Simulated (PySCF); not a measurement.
# BiBr (triplet): basis, grid and Hamiltonian

Aim: see how much the energy and properties of BiBr (triplet) depend on the numerical set-up.

The runs use PySCF 2.14.0; method and basis as typed in the scripts.

4 further runs of the same task are left out: 1 for a known fault of the program, 3 that didn't finish.

## Step 1: Starting geometry

BiBr (triplet): 2 atoms, charge 0, spin multiplicity 3.

Bond lengths: Bi1–Br2 2.575 Å.

## Step 2: Base script

Contents of input.py:

```python
from pyscf import gto, scf, mp

mol = gto.M(
    atom='Bi 0 0 0; Br 0 0 2.575',
    basis='crenbl',
    ecp={'Bi': 'crenbl', 'Br': 'crenbl'},
    charge=0,
    spin=2,
    verbose=4,
)
mf = scf.UHF(mol)
mf.kernel()
mp.MP2(mf).kernel()
mf.dip_moment()
print('orbital energies (hartree):', [e[max(0, n-3):n+3].round(4) for e, n in zip(mf.mo_energy, mol.nelec)])
```

The run is started by

```console
OMP_NUM_THREADS=1 python input.py
```

The log of this run is left out.

Base result: E(SCF) = -223.558830 Eh, 13 cycles, E(MP2) − E(SCF) = -0.47304 Eh, ⟨S²⟩ = 2.019, μ = 3.60 D (of the SCF density).

The bond length is a typed value, not an optimised one. The triplet is typed in the script; nothing here shows that it is the ground state.

## Step 3: Cartesian functions on

Variant 1 changes Cartesian functions: off → on.

Contents of input.py:

```python
from pyscf import gto, scf, mp

mol = gto.M(
    atom='Bi 0 0 0; Br 0 0 2.575',
    basis='crenbl',
    ecp={'Bi': 'crenbl', 'Br': 'crenbl'},
    charge=0,
    spin=2,
    cart=True,
    verbose=4,
)
mf = scf.UHF(mol)
mf.kernel()
mp.MP2(mf).kernel()
mf.dip_moment()
print('orbital energies (hartree):', [e[max(0, n-3):n+3].round(4) for e, n in zip(mf.mo_energy, mol.nelec)])
```

The run is started by

```console
OMP_NUM_THREADS=1 python input.py
```

## Step 4: Def2-svp

Variant 2 changes basis set: crenbl → def2-svp. The core potential changes with it: totals don't compare.

Changes to input.py since step 2:

```diff
@@ -4,4 +4,4 @@
     atom='Bi 0 0 0; Br 0 0 2.575',
-    basis='crenbl',
-    ecp={'Bi': 'crenbl', 'Br': 'crenbl'},
+    basis='def2-svp',
+    ecp={'Bi': 'def2-svp'},
     charge=0,
```

## Step 5: Core potential off

Variant 3 changes core potential: on → off. The core potential changes with it: totals don't compare.

Changes to input.py since step 2:

```diff
@@ -5,3 +5,2 @@
     basis='crenbl',
-    ecp={'Bi': 'crenbl', 'Br': 'crenbl'},
     charge=0,
```

What does the calculation give? Wanted: for each run, E(SCF); from base; gap, α spin; SCF dipole; after the SCF.

The runs gave:

```
                             run  E(SCF) (hartree)  from base (eV)  cycles  gap, α spin (eV)  SCF dipole (D)  functions               after the SCF
                            base       -223.558830               0      13              9.60            3.60         64  MP2 correlation -12.872 eV
          Cartesian functions on       -223.573702         -0.4047      13              9.47            3.55         72  MP2 correlation -13.184 eV
                        def2-svp      -2785.716886  not comparable      13              9.71            3.51         58   MP2 correlation -9.555 eV
core potential off (poor choice)      -3033.563719  not comparable       6            112.08          221.97         64   MP2 correlation -0.999 eV
```

What this shows: Rows marked «poor choice» come from settings spoiled on purpose.
